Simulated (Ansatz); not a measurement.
# GeCl₂F₂: one species, many methods

The task here is to estimate one member of a computed series from the others.

The runs use Ansatz 0.2.0, Gaussian basis; functionals in def2-TZVPP, the program's frozen cores in correlated methods.

Plan: LDA (SPW92), PBE-D4, revPBE-D4, BLYP-D4, r2SCAN-D4, B97M-V, PBE0-D4, B3LYP-D4, r2SCANh-D4, r2SCAN0-D4, HSE06-D4, BHLYP-D4, CAM-B3LYP-D4, LC-ωPBE, ωB97X-V, ωB97M-V, B2PLYP, PBE-QIDH; CCSD(T)/def2-SVP; CCSD(T)/def2-TZVPP; MP2/def2-QZVPP; extrapolation to the limit; RPA on PBE.

**The geometry**

An earlier PBE0-D4 in a triple-zeta def2 set relaxation fixed the geometry.

SMILES `[F][Ge]([F])([Cl])[Cl]`, 5 atoms, charge 0, spin multiplicity 1.

Atoms are counted from 1 here; the program's logs count them from 0.

Bond lengths: F1–Ge2 1.705 Å, Ge2–F3 1.705 Å, Ge2–Cl4 2.097 Å, Ge2–Cl5 2.097 Å. Angles: F1–Ge2–F3 106.2°, F1–Ge2–Cl4 109.3°, F1–Ge2–Cl5 109.3°, F3–Ge2–Cl4 109.3°, F3–Ge2–Cl5 109.3°, Cl4–Ge2–Cl5 113.3°.

The first run:

The input, in.yaml:

```yaml
crystal:
  periodic: [false, false, false]
  atoms:
    - {symbol: F, position_ang: [1.142657, -1.227895, 0.501652]}
    - {symbol: Ge, position_ang: [0.015499, -0.035648, 0.038586]}
    - {symbol: F, position_ang: [-0.895010, 0.325083, 1.434012]}
    - {symbol: Cl, position_ang: [-1.255206, -0.819118, -1.433547]}
    - {symbol: Cl, position_ang: [1.041959, 1.683877, -0.582204]}
basis:
  gaussian: {orbitals: def2-TZVPP}
hamiltonian: {xc: lda}
output: {orbitals: {seedname: orbitals}}
```

Command:

```
$ ansatz run in.yaml --threads 4 --pin off --events-out ev --progress --plain --max-ram 10444MiB
```

Among the steps run: LDA; PBE-D4 (GGA); revPBE-D4 (GGA); BLYP-D4 (GGA); r2SCAN-D4 (meta-GGA); B97M-V (meta-GGA); PBE0-D4 (hybrid); B3LYP-D4 (hybrid); r2SCANh-D4 (hybrid); r2SCAN0-D4 (hybrid); HSE06-D4 (hybrid); BHLYP-D4 (hybrid); CAM-B3LYP-D4 (range-separated); LC-ωPBE (range-separated); ωB97X-V (range-separated); ωB97M-V (range-separated); B2PLYP (double hybrid); PBE-QIDH (double hybrid).

One table of the session follows, with a row left open; its other results are not shown here.

It belongs to the step «Frontier levels by functional». 

```
  functional  HOMO (eV)  LUMO (eV)  gap (eV)
 LDA (SPW92)      -8.81      -3.30      5.51
      PBE-D4      -8.64      -2.94      5.70
   revPBE-D4      -8.58      -2.80      5.78
     BLYP-D4      -8.47      -2.90      5.57
   r2SCAN-D4      -9.05      -2.66      6.40
      B97M-V      -9.13      -2.56      6.57
     PBE0-D4     -10.14      -1.89      8.25
    B3LYP-D4      -9.84      -2.24      7.60
  r2SCANh-D4      -9.60      -2.28      7.31
  r2SCAN0-D4     -10.41      -1.72      8.69
    HSE06-D4      -9.74      -2.27      7.47
    BHLYP-D4     -11.47      -0.80     10.67
CAM-B3LYP-D4          ?          ?         ?
     LC-ωPBE     -13.00       0.50     13.50
     ωB97X-V     -12.59       0.41     13.00
     ωB97M-V     -12.41       0.27     12.67
```

Estimate the missing values for CAM-B3LYP-D4.

**Answer.** HOMO (eV): -11.53; LUMO (eV): -0.84; gap (eV): 10.69. In the column «HOMO (eV)» it lies between ωB97M-V (-12.41) and BHLYP-D4 (-11.47).
